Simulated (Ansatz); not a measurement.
# ClF5HOW: the cost of one run

All numbers below are computed with Ansatz 0.2.0 (UKS PBE/def2-SVP).

### 1 Starting point

Bond lengths: W1–Cl2 2.640 Å, W1–F3 1.850 Å, W1–F4 1.850 Å, W1–F5 1.850 Å, W1–F6 1.850 Å, W1–F7 1.850 Å, Cl2–O8 1.890 Å, O8–H9 1.010 Å. Angles (14 of 17 angles, heavy atoms first): W1–Cl2–O8 180.0°, Cl2–W1–F3 90.0°, Cl2–W1–F4 90.0°, Cl2–W1–F5 90.0°, Cl2–W1–F6 90.0°, Cl2–W1–F7 180.0°, F3–W1–F4 90.0°, F3–W1–F5 180.0°, F3–W1–F6 90.0°, F3–W1–F7 90.0°, F4–W1–F5 90.0°, F4–W1–F6 180.0°, F4–W1–F7 90.0°, F5–W1–F6 90.0°.

Coordinates:

```xyz
9

W     0.0000    0.0000    0.0000
Cl    0.0000    0.0000    2.6400
F     1.8500    0.0000    0.0000
F     0.0000    1.8500    0.0000
F    -1.8500    0.0000    0.0000
F     0.0000   -1.8500    0.0000
F     0.0000    0.0000   -1.8500
O     0.0000    0.0000    4.5300
H    -0.5144   -0.8011    4.8671
```

### 2 A restrained relaxation towards end A

Springs on the bonds that form and break draw the guess towards this end; the thresholds are loose.

input.yaml reads:

```yaml
crystal:
  periodic: [false, false, false]
  atoms:
    - { symbol: W, position_ang: [0.0, 0.0, 0.0] }
    - { symbol: Cl, position_ang: [0.0, 0.0, 2.64] }
    - { symbol: F, position_ang: [1.85, 0.0, 0.0] }
    - { symbol: F, position_ang: [0.0, 1.85, 0.0] }
    - { symbol: F, position_ang: [-1.85, 0.0, 0.0] }
    - { symbol: F, position_ang: [0.0, -1.85, 0.0] }
    - { symbol: F, position_ang: [0.0, 0.0, -1.85] }
    - { symbol: O, position_ang: [0.0, 0.0, 4.53] }
    - { symbol: H, position_ang: [-0.5144, -0.8011, 4.8671] }
magnetization:
  spin_polarized: true
  initial_magnetization: 1
basis:
  gaussian: { orbitals: def2-SVP }
hamiltonian:
  xc: pbe
relax:
  f_tol: 0.15
  max_steps: 25
  restrain:
    - { distance: [1, 7], at: 2.79, k: 30.0 }
    - { distance: [0, 1], at: 2.39, k: 30.0 }
```

Started as:

```
$ ansatz run input.yaml --threads 4 --pin off --max-ram 5120MiB --backend cpu --events-out ev --progress --plain --runs-dir out
```

**Question.** How long does this run take on 4 threads of Arm Neoverse V2, shared host, and how much memory does it need?

About 54 s, with a peak of 0.4 GiB.
